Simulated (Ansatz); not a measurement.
# BeCoF4: the cost of one run

Method: DFT PBE, scalar-relativistic, plane waves, PAW, in Ansatz 0.2.0.

## Step 1: Starting point

Symmetry: P4/mmm, No. 123, tetragonal system. The conventional cell has a = 4.063 Å, b = 4.063 Å, c = 5.746 Å, α = 90.00°, β = 90.00°, γ = 90.00°. Be (site symmetry 4/mmm) is surrounded by 8 F at 2.49 Å. Co (site symmetry 4/mmm) is surrounded by 8 F at 2.49 Å. F (site symmetry 2mm) has 2 Be at 2.49 Å and 2 Co at 2.49 Å in its first shell of neighbours.

Structure file:

```cif
data_structure
_symmetry_space_group_name_H-M 'P 1'
_symmetry_Int_Tables_number 1
_cell_length_a 4.0631
_cell_length_b 4.0631
_cell_length_c 5.7461
_cell_angle_alpha 90.000
_cell_angle_beta 90.000
_cell_angle_gamma 90.000
_cell_volume 94.86
loop_
_atom_site_label
_atom_site_type_symbol
_atom_site_fract_x
_atom_site_fract_y
_atom_site_fract_z
_atom_site_occupancy
Be1 Be 0.00000 0.00000 0.00000 1
Co1 Co 0.50000 0.50000 0.50000 1
F1 F 0.50000 0.00000 0.25000 1
F2 F 0.00000 0.50000 0.75000 1
F3 F 0.50000 0.00000 0.75000 1
F4 F 0.00000 0.50000 0.25000 1
```

A structure generator made this guess: ordered mixture on the cation sites of fluorite (P4/mmm, No. 123). Its size is a rough estimate.

## Step 2: The guess as it stands, on a coarse mesh

Input file input.yaml:

```yaml
crystal:
  lattice:
    - [4.06307656, 0.0, 0.0]
    - [0.0, 4.06307656, 0.0]
    - [0.0, 0.0, 5.74605797]
  atoms:
    - { symbol: Be, position: [0.0, 0.0, 0.0] }
    - { symbol: Co, position: [0.5, 0.5, 0.5], spin: 3.0 }
    - { symbol: F, position: [0.5, 0.0, 0.25] }
    - { symbol: F, position: [0.0, 0.5, 0.75] }
    - { symbol: F, position: [0.5, 0.0, 0.75] }
    - { symbol: F, position: [0.0, 0.5, 0.25] }
basis:
  ecutwfc: 420
kpoints:
  mp_grid: { grid: [4, 4, 4] }
hamiltonian:
  xc: pbe
scf:
  occupations: { method: gaussian, width: 0.1 }
  lower_state_search: "off"
output:
  forces: true
  stress: true
  eigenvalues: true
  populations: true
magnetization:
  spin_polarized: true
```

Launch:

```console
ansatz run input.yaml --threads 1 --pin off --max-ram 2560MiB --backend cpu --events-out ev --progress --plain --runs-dir out
```

Q: Estimate wall time and peak memory on 1 thread of Intel Xeon at 2.70GHz, shared host.

About 10 s, with a peak of 0.43 GiB.
